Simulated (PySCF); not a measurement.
**ZrI₄: electronic structure in real space**

Aim: take ZrI₄ and analyse its density (charges, bond critical points, surface potential) and measure its response to a uniform field.

The runs use PySCF 2.14.0; levels as typed in each script, gas phase, geometry from GFN2-xTB.

1 further run of the same task is left out (it didn't finish).

## Step 1: Where the work starts

SMILES `I[Zr](I)(I)I`, 5 atoms, charge 0, spin multiplicity 1.

Bond lengths: I1–Zr2 2.790 Å, Zr2–I3 2.792 Å, Zr2–I4 2.794 Å, Zr2–I5 2.791 Å. Angles: I1–Zr2–I3 109.6°, I1–Zr2–I4 109.5°, I1–Zr2–I5 109.5°, I3–Zr2–I4 109.3°, I3–Zr2–I5 109.5°, I4–Zr2–I5 109.5°.

Coordinates:

```xyz
5

I    -1.7220   -1.4949   -1.6105
Zr   -0.0018    0.0002   -0.0011
I     1.7225    1.4949   -1.6106
I     1.4974   -1.7199    1.6108
I    -1.4966    1.7197    1.6110
```

## Step 2: Density, bond paths and surface potential (PBE/def2-tzvp)

input.py reads:

```python
import numpy as np
from pyscf import gto, scf, dft
from pyscf.scf import atom_ks, atom_hf
from scipy.linalg import block_diag

def solve(mol, dm0=None, hcore=None):
    mf = (dft.UKS if mol.spin else dft.RKS)(mol, xc='pbe')
    mf.grids.level = 3
    mf = mf.density_fit(auxbasis='def2-universal-jkfit')
    mf.conv_tol, mf.max_cycle = 1e-8, 80
    if hcore is not None:
        mf.get_hcore = lambda *args: hcore
    mf.kernel(dm0)
    if not mf.converged:
        mf = mf.newton().run(mf.mo_coeff, mf.mo_occ, max_cycle=30)
    assert mf.converged, 'SCF not converged'
    return mf

mol = gto.M(atom='''
I     -1.72198    -1.49486    -1.61048
Zr    -0.00179     0.00017    -0.00106
I      1.72250     1.49487    -1.61057
I      1.49739    -1.71988     1.61082
I     -1.49656     1.71974     1.61103
''', basis='def2-tzvp', ecp={'I': 'def2-tzvp', 'Zr': 'def2-tzvp'}, charge=0, spin=0, verbose=4)
mf = solve(mol)
mf.analyze()
# spherically averaged free atoms, for the promolecule
atom_ks.AtomSphAverageRKS.init_guess_by_vsap = lambda self, mol=None: self.init_guess_by_minao(mol)  # core potentials
atm = atom_ks.get_atm_nrks(mol, xc='pbe')
pro = block_diag(*[(atm[a[0]][2] * atm[a[0]][3]) @ atm[a[0]][2].T for a in mol._atom])
np.savez('result.npz', e=mf.e_tot, c=mf.mo_coeff, occ=mf.mo_occ, eps=mf.mo_energy, pro=pro, dip=mf.dip_moment(verbose=0), s2=mf.spin_square()[0])
```

Launch:

```bash
$ OMP_NUM_THREADS=1 python input.py
```

## Step 4: Response to an electric field (PBE/def2-tzvp)

Edit input.py of step 2 so:

```diff
@@ -25,4 +25,10 @@
 ''', basis='def2-tzvp', ecp={'I': 'def2-tzvp', 'Zr': 'def2-tzvp'}, charge=0, spin=0, verbose=4)
+field = np.array([0.004, 0.0, 0.0])  # atomic units
+mol.set_common_orig(mol.atom_charges() @ mol.atom_coords() / mol.atom_charges().sum())
 mf = solve(mol)
-mf.analyze()
+out = dict(dm0=mf.make_rdm1(), d0=mf.dip_moment(unit='AU'), e0=mf.e_tot)
+for name, sign in (('p', 1), ('m', -1)):
+    h = mf.get_hcore() + sign * np.einsum('x,xij->ij', field, mol.intor('int1e_r'))
+    mi = solve(mol, mf.make_rdm1(), h)
+    out.update({'dm' + name: mi.make_rdm1(), 'd' + name: mi.dip_moment(unit='AU'), 'e' + name: mi.e_tot})
 # spherically averaged free atoms, for the promolecule
@@ -31,2 +37,2 @@
 pro = block_diag(*[(atm[a[0]][2] * atm[a[0]][3]) @ atm[a[0]][2].T for a in mol._atom])
-np.savez('result.npz', e=mf.e_tot, c=mf.mo_coeff, occ=mf.mo_occ, eps=mf.mo_energy, pro=pro, dip=mf.dip_moment(verbose=0), s2=mf.spin_square()[0])
+np.savez('result.npz', pro=pro, **out)
```

(Steps that only read results are left out.)

What does the calculation give? Wanted: dipole moment; HOMO, LUMO; polarisability along the field.

As calculated:

| quantity | value |
| --- | --- |
| dipole moment (PBE/def2-tzvp) | 0.02 D |
| HOMO, LUMO (PBE/def2-tzvp) | -6.83, -4.02 eV |
| polarisability along the field (PBE/def2-tzvp) | 202.6 bohr³ |

In words: At PBE/def2-tzvp: The highest Hirshfeld charge is on Zr2 (+0.34 e), the lowest on I1, I3, I4 and I5 (−0.08 e). The geometry was not optimised at these levels.
